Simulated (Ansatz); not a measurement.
**C2H7BN radical: one species, many methods**

An exercise on one series of results from a longer session: the logs are not shown, and one member is left open.

The runs use Ansatz 0.2.0, Gaussian basis; functionals in def2-TZVPP, the program's frozen cores in correlated methods.

Levels to be run: LDA (SPW92), PBE-D4, revPBE-D4, BLYP-D4, r2SCAN-D4, B97M-V, PBE0-D4, B3LYP-D4, r2SCANh-D4, r2SCAN0-D4, HSE06-D4, BHLYP-D4, CAM-B3LYP-D4, LC-ωPBE, ωB97X-V, ωB97M-V, B2PLYP, PBE-QIDH; CCSD(T)/def2-SVP; CCSD(T)/def2-TZVPP; MP2/def2-QZVPP; extrapolation to the limit; RPA on PBE.

### Structure used throughout

An earlier PBE0-D4 in a triple-zeta def2 set relaxation fixed the geometry.

SMILES `B[N]CC`, 11 atoms, charge 0, spin multiplicity 2.

Atoms are counted from 1 here; the program's logs count them from 0.

Bond lengths: B1–N2 1.333 Å, B1–H5 1.204 Å, B1–H6 1.210 Å, N2–C3 1.393 Å, C3–C4 1.521 Å, C3–H7 1.099 Å, C3–H8 1.104 Å, C4–H9 1.092 Å, C4–H10 1.091 Å, C4–H11 1.091 Å. Angles: N2–B1–H5 121.1°, N2–B1–H6 118.7°, H5–B1–H6 120.2°, B1–N2–C3 164.9°, N2–C3–C4 114.2°, N2–C3–H7 109.7°, N2–C3–H8 107.3°, C4–C3–H7 110.5°, C4–C3–H8 109.9°, H7–C3–H8 104.9°, C3–C4–H9 110.3°, C3–C4–H10 110.6°, C3–C4–H11 110.6°, H9–C4–H10 108.4°, H9–C4–H11 108.7°, H10–C4–H11 108.2°.

Geometry (Å):

```xyz
11
C2H7BN
B    -0.5510    2.0504    0.1616
N    -0.4130    0.7690   -0.1786
C     0.0607   -0.4561   -0.6430
C     0.4057   -1.4477    0.4573
H    -1.5756    2.4583    0.6438
H     0.3771    2.8046   -0.0228
H    -0.6671   -0.8932   -1.3414
H     0.9543   -0.2502   -1.2575
H     0.7811   -2.3783    0.0259
H    -0.4768   -1.6779    1.0567
H     1.1699   -1.0359    1.1185
```

The first run:

File in.yaml:

```yaml
crystal:
  periodic: [false, false, false]
  atoms:
    - {symbol: B, position_ang: [-0.550993, 2.050387, 0.161563]}
    - {symbol: N, position_ang: [-0.413007, 0.768958, -0.178647]}
    - {symbol: C, position_ang: [0.060664, -0.456150, -0.642991]}
    - {symbol: C, position_ang: [0.405703, -1.447682, 0.457286]}
    - {symbol: H, position_ang: [-1.575550, 2.458340, 0.643793]}
    - {symbol: H, position_ang: [0.377103, 2.804627, -0.022818]}
    - {symbol: H, position_ang: [-0.667098, -0.893215, -1.341365]}
    - {symbol: H, position_ang: [0.954282, -0.250203, -1.257493]}
    - {symbol: H, position_ang: [0.781058, -2.378254, 0.025948]}
    - {symbol: H, position_ang: [-0.476783, -1.677855, 1.056675]}
    - {symbol: H, position_ang: [1.169921, -1.035950, 1.118550]}
basis:
  gaussian: {orbitals: def2-TZVPP}
magnetization: {spin_polarized: true, initial_magnetization: 1}
hamiltonian: {xc: lda}
output: {orbitals: {seedname: orbitals}}
```

Steps of the session up to this table: LDA; PBE-D4 (GGA); revPBE-D4 (GGA); BLYP-D4 (GGA); r2SCAN-D4 (meta-GGA); B97M-V (meta-GGA); PBE0-D4 (hybrid); B3LYP-D4 (hybrid); r2SCANh-D4 (hybrid); r2SCAN0-D4 (hybrid); HSE06-D4 (hybrid); BHLYP-D4 (hybrid); CAM-B3LYP-D4 (range-separated); LC-ωPBE-D4 (range-separated; the results give it without D4); ωB97X-V (range-separated); ωB97M-V (range-separated); B2PLYP (double hybrid); PBE-QIDH (double hybrid).

One of the session's tables, all rows but one given; the rest of the session is left out.

It belongs to the step «Frontier levels by functional». 

```
  functional  HOMO (eV)  LUMO (eV)  gap (eV)
 LDA (SPW92)      -5.40      -4.21      1.19
      PBE-D4      -5.50      -3.87      1.63
   revPBE-D4      -5.49      -3.78      1.71
     BLYP-D4      -5.41      -3.81      1.60
   r2SCAN-D4      -5.98      -3.30      2.67
      B97M-V      -5.91      -3.51      2.40
     PBE0-D4      -7.04      -2.58      4.45
    B3LYP-D4      -6.78      -2.99      3.79
  r2SCANh-D4      -6.54      -2.84      3.70
  r2SCAN0-D4      -7.38      -2.14      5.24
    HSE06-D4      -6.63      -2.98      3.65
    BHLYP-D4          ?          ?         ?
CAM-B3LYP-D4      -8.43      -1.48      6.95
     LC-ωPBE      -9.80      -0.13      9.67
     ωB97X-V      -9.37      -0.46      8.91
     ωB97M-V      -9.16      -0.60      8.57
```

Q: Estimate the row for BHLYP-D4 from the others.

Worked estimate for «HOMO (eV)». Against the share of exact exchange, BLYP-D4 (0, -5.41), B3LYP-D4 (0.2, -6.78) give a slope of -6.85 per unit share; at 0.5 the line stands at -8.83.

The run gave: HOMO (eV): -8.48; LUMO (eV): -1.21; gap (eV): 7.27. In «HOMO (eV)» the line misses by -0.35.
